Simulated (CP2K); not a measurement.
# NbSi under changes of volume

One of the cells (17.051 Å³/atom); the others are scaled copies at fixed shape and fractional positions:

```
Nb Si
1.0
     3.63995    0.00000    0.00000
     1.81997    3.15229    0.00000
     1.81997    1.05076    2.97200
Nb Si
1 1
Cartesian
  0.0000 0.0000 0.0000
  3.6399 2.1015 1.4860
```

The cell was built by a generator and needn't be a form met in nature.

```yaml
Program: CP2K 2026.2
Functional: PBE
Potentials_or_basis: POTENTIAL_UZH Nb GTH-PBE-q13, Si GTH-PBE-q4; TZVP-MOLOPT-PBE-GTH basis
Density_cutoff: 6123 eV
k_mesh: 9 × 9 × 9
Occupations: fermi-dirac, width 0.05 eV
Spin: no spin polarisation
```

| volume (Å³/atom) | energy over the lowest point (meV/atom) | pressure (GPa) |
| --- | --- | --- |
| 16.028 | 35.15 | 11.0 |
| 16.369 | ? | ? |
| 16.710 | 4.39 | 3.6 |
| 17.051 | 0.00 | 0.5 |
| 17.392 | 2.05 | -2.4 |
| 17.733 | 9.95 | -5.0 |
| 18.074 | 23.15 | -7.4 |

What does the run at 16.369 Å³/atom give?

Energy over the lowest point 15.87 meV/atom; pressure 7.1 GPa.

Worked out: A Birch-Murnaghan fit of order 3 (a polynomial in V^(-2/3)) to the other rows has its minimum at 17.11 Å³/atom with B0 = V·E''(V) = 149 GPa and B' = 3.8. It gives 15.86 meV/atom at 16.369 Å³/atom, against the run's 15.87, and -dE/dV = 7.2 GPa, against 7.1.

Energies are extrapolated to zero smearing.

Caveats: the basis of atomic orbitals isn't converged, which shifts pressures, moduli and gaps.
